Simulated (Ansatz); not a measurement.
# Convergence study of MoS2

Aim: run MoS2 with the default SCF settings, then change one group of settings at a time and see what moves: the number of iterations, the state or the numbers. MoS₂ is taken in its deposited structure (space group P6_3/mmc), 6 atoms in the cell. Source: COD entry 1011286, which need not be the ambient phase.

Program: Ansatz 0.2.0. Level of theory: DFT PBE, PAW, plane waves, scalar-relativistic. These are calculated values, not measurements.

### 1 The structure to begin with

It takes space group P6_3/mmc (No. 194, hexagonal). Conventional cell: a = 3.140 Å, b = 3.140 Å, c = 12.530 Å, α = 90.00°, β = 90.00°, γ = 120.00°. Mo (site symmetry -6m2) is surrounded by 6 S at 2.40 Å. S (site symmetry 3m) has 3 Mo at 2.40 Å as nearest neighbours.

Coordinates:

```
Mo S
1.0
     3.14000    0.00000    0.00000
    -1.57000    2.71932    0.00000
     0.00000    0.00000   12.53000
Mo S
2 4
Direct
  0.33333 0.66667 0.25000
  0.66667 0.33333 0.75000
  0.33333 0.66667 0.62500
  0.66667 0.33333 0.12500
  0.33333 0.66667 0.87500
  0.66667 0.33333 0.37500
```

Atoms are counted from 1 in the order of input.yaml (S6 and so on).

Changes shown after the default run: density-residual threshold 1e-3 eV; Broyden, β 0.3, preconditioner LDOS; Anderson, β 0.2, history 8, no preconditioner; Fermi–Dirac width 0.01 eV, no switch to direct minimisation; cutoff 600 eV; Anderson, β 1.0, history 8, no preconditioner; direct minimisation; Broyden, β 0.3, preconditioner Resta.

The search for lower states is off throughout, and inputs that name a mixer don't switch to direct minimisation unless they say so. Spin polarisation is off.

### 2 Default SCF settings

input.yaml reads:

```yaml
crystal:
  lattice:
    - [3.1400001, 0.0, 0.0]
    - [-1.57000005, 2.71931985, 0.0]
    - [0.0, 0.0, 12.53]
  atoms:
    - { symbol: Mo, position: [0.33333333, 0.66666667, 0.25] }
    - { symbol: Mo, position: [0.66666667, 0.33333333, 0.75] }
    - { symbol: S, position: [0.33333333, 0.66666667, 0.625] }
    - { symbol: S, position: [0.66666667, 0.33333333, 0.125] }
    - { symbol: S, position: [0.33333333, 0.66666667, 0.875] }
    - { symbol: S, position: [0.66666667, 0.33333333, 0.375] }
hamiltonian:
  xc: pbe
  pseudopotentials: { kind: paw }
basis:
  ecutwfc: 420
kpoints:
  mp_grid: { grid: [7, 7, 2] }
scf:
  occupations: { method: fermi_dirac, width: 0.05 }
  lower_state_search: "off"
output:
  forces: true
  stress: true
```

On the command line:

```console
$ ansatz run input.yaml --threads 2 --pin off --max-ram 5120MiB --backend cpu --events-out ev --progress --plain --runs-dir out
```

After this run come: Density-residual threshold 1e-3 eV; Broyden, β 0.3, preconditioner LDOS; Anderson, β 0.2, history 8, no preconditioner; Fermi–Dirac width 0.01 eV, no switch to direct minimisation; Cutoff 600 eV; Anderson, β 1.0, history 8, no preconditioner; Direct minimisation; Broyden, β 0.3, preconditioner Resta.

Q: What does this run give, and which of the planned changes alter effort or result? Wanted: largest shift of the free energy by occupations, cutoff, mesh or field.

The runs gave:

| quantity | value |
| --- | --- |
| default run | 8 iterations, with a gap of 1.11 eV on the k-mesh |
| fewest iterations to that state among the runs shown (an iteration of direct minimisation costs more) | 6 (direct minimisation) |
| most iterations to it | 8 (Broyden, β 0.3, preconditioner Resta) |
| runs that end in another state, among changes of path alone | 0 |
| largest shift of the free energy by occupations, cutoff, mesh or field | -0.6 meV/atom (cutoff 600 eV) |

**Reading.** The default and the runs that change only the path, 6 in all, end in one state, in 6 to 8 iterations. Occupations, cutoff, mesh and fields change the problem that is solved, not just the path; the largest shift here is that of “cutoff 600 eV”. Other settings tried on this cell gave no result: unknown smearing fermi (input refused); Broyden, β 2.0, history 8 (input refused). Counts include iterations that the program adds to test a close, so a difference of one or two ranks nothing. The starting density is a sum of atomic densities corrected by a trained network, so it is already close to self-consistency.
